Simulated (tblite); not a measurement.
# As2GaH5S: the cost of one run

Programs: tblite 0.8.0 and PySCF 2.14.0. All values are calculated, for the isolated system unless a continuum is named. Atoms count from 0, parts from 1.

## (1) Starting point

9 atoms, charge 0, multiplicity 1; geometry: distance geometry start.

## (2) Relaxing the cluster with GFN2-xTB

The job: settings as JSON, then the geometry in Å.

```
{"job": {"kind": "relax", "xc": "GFN2-xTB", "basis": "xTB"}, "charge": 0, "multiplicity": 1}
As     0.854611     1.540100    -2.292858
Ga    -0.769559     0.389474    -0.923154
As     0.153550    -1.167882     0.682072
S     -2.549635     1.606420    -0.242070
H      1.250456     2.918036    -1.831626
H      1.919887     0.690504    -2.888917
H     -0.746604    -2.308455     1.077601
H      0.976026    -0.551093     1.771834
H     -2.489234     2.858037     0.279445
```

With the program's defaults for keys left out, this is: GFN2-xTB geometry optimisation, gas phase.

Launch:

```console
$ OMP_NUM_THREADS=1 python cluster_run.py task.json out
```

One launch serves the whole session: the jobs run in the order shown.

Q: Estimate the wall time of this first job on 1 thread of Arm Neoverse V1, shared host.

About 1.8 s.
